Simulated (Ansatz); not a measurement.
**MnSb (P6_3/mmc): equation of state**

The task here is to estimate one member of a computed series from the others.

Computed with Ansatz 0.2.0 (DFT PBE, scalar-relativistic, plane waves, PAW, unless a step's input says otherwise).

### The system as given

The structure is hexagonal, space group P6_3/mmc (No. 194). The conventional cell has a = 4.098 Å, b = 4.098 Å, c = 5.597 Å, α = 90.00°, β = 90.00°, γ = 120.00°. Mn (site symmetry -3m) has 6 Sb at 2.75 Å and 2 Mn at 2.80 Å as nearest neighbours. Sb (site symmetry -6m2) has 6 Mn at 2.75 Å as nearest neighbours.

Structure file:

```
CELL_PARAMETERS angstrom
4.09764 0.00000 0.00000
-2.04882 3.54866 0.00000
0.00000 0.00000 5.59708
ATOMIC_POSITIONS crystal
Mn 0.00000 0.00000 0.00000
Mn 0.00000 0.00000 0.50000
Sb 0.33333 0.66667 0.25000
Sb 0.66667 0.33333 0.75000
```

An earlier run at PBE left this cell at 20.347 Å³/atom and 0.00 GPa (12×12×8 mesh).

Volume factors to run: 0.980, 1.020, 0.960, 1.040.

Set-up of the first run:

The input, input.yaml:

```yaml
crystal:
  lattice:
    - [4.070138769, 0.0, 0.0]
    - [-2.0350693845, 3.5248435709, 0.0]
    - [0.0, 0.0, 5.5595182342]
  atoms:
    - { symbol: Mn, position: [0.0, 0.0, 0.0], spin: 3.58 }
    - { symbol: Mn, position: [0.0, 0.0, 0.5], spin: 3.58 }
    - { symbol: Sb, position: [0.3333333333, 0.6666666667, 0.25] }
    - { symbol: Sb, position: [0.6666666667, 0.3333333333, 0.75] }
basis:
  ecutwfc: 420
  ecutrho_ratio: 4
kpoints:
  mp_grid: { grid: [12, 12, 8] }
hamiltonian:
  xc: pbe
scf:
  occupations: { method: gaussian, width: 0.05 }
output:
  forces: true
  stress: true
  eigenvalues: true
  populations: true
magnetization:
  spin_polarized: true
relax:
  f_tol: 0.01
  max_steps: 40
  cell: { stress_tol: 0.1, fix: [volume] }
```

On the command line:

```console
$ ansatz run input.yaml --threads 4 --pin off --max-ram 10240MiB --backend cpu --events-out ev --progress --plain --runs-dir out
```

Steps of the session up to this table: At 0.980 of the relaxed volume; Volume × 1.020; Volume × 0.960; Scaling the volume by 1.040.

One table of the session follows, with a row left open; its other results are not shown here.

It belongs to the step «The fit». 

| volume (Å³/atom) | energy (meV/atom) | pressure (GPa) | moment of atom 1 (μB) |
| --- | --- | --- | --- |
| 19.533 | 5.76 | 2.52 | 3.10 |
| 19.940 | 1.20 | 1.09 | 3.17 |
| 20.347 | 0.00 | 0.00 | 3.26 |
| 20.754 | ? | ? | ? |
| 21.161 | 5.34 | -2.22 | 3.39 |

Q: Estimate the row for volume (Å³/atom) = 20.754 from the others.

Worked estimate for «energy (meV/atom)». A straight line through the neighbours (20.347, 0.00) and (21.161, 5.34) gives 0.00 + (5.34 − 0.00) × (20.754 − 20.347) / (21.161 − 20.347) = 2.67; a parabola fitted to 3 rows on both sides gives 1.38.

**Answer.** energy (meV/atom): 1.22; pressure (GPa): -1.08; moment of atom 1 (μB): 3.33. In «energy (meV/atom)» the line misses by +1.45 and the parabola by +0.16.

Caveats from the session: Warnings in the runs' records: stability check not made.
